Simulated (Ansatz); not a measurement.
Crystal: NiMoIrPdW.

```
Ni Mo Pd Ir W
1.0
     2.76616    0.00000    0.00000
    -1.38308    2.39557    0.00000
     0.00000    0.00000   11.02292
Ni Mo Pd Ir W
1 1 1 1 1
Cartesian
  0.0000 1.5971 6.5820
  0.0000 0.0000 4.5276
  1.3831 0.7985 8.7654
  1.3831 0.7985 2.2002
  0.0000 1.5971 10.9936
```

The cell was built by a generator and needn't be a form met in nature.

Base run:

```yaml
Program: Ansatz 0.2.0
Functional: RPBE
Potentials_or_basis: Ansatz PAW
Cutoff: "420 eV (not typed: the program's choice for these potentials)"
k_mesh: 11 × 11 × 3
Occupations: fermi-dirac, width 0.05 eV
Spin: collinear spin, ferromagnetic start
Starting_moments: "[1.0, 1.0, 0.0, 0.6, 0.0] μB"
```

Its results: band gap on the k mesh none (metal or under the smearing width); pressure 4.2 GPa; net moment 0.00 μB per cell; largest force 0.183 eV/Å.

Problem. The run is repeated on the same cell with these changes: functional from RPBE to BLYP. What comes out?

Solution. Band gap on the k mesh none (metal or under the smearing width); pressure 11.4 GPa; net moment 0.00 μB per cell; largest force 0.246 eV/Å.

Caveats: spin-orbit coupling is left out, which moves the levels of the heavy elements; the PAW data sets come from PBE, with cores solved anew for the run's functional, which leaves a small shift of forces and pressure; the starting moments weren't kept.
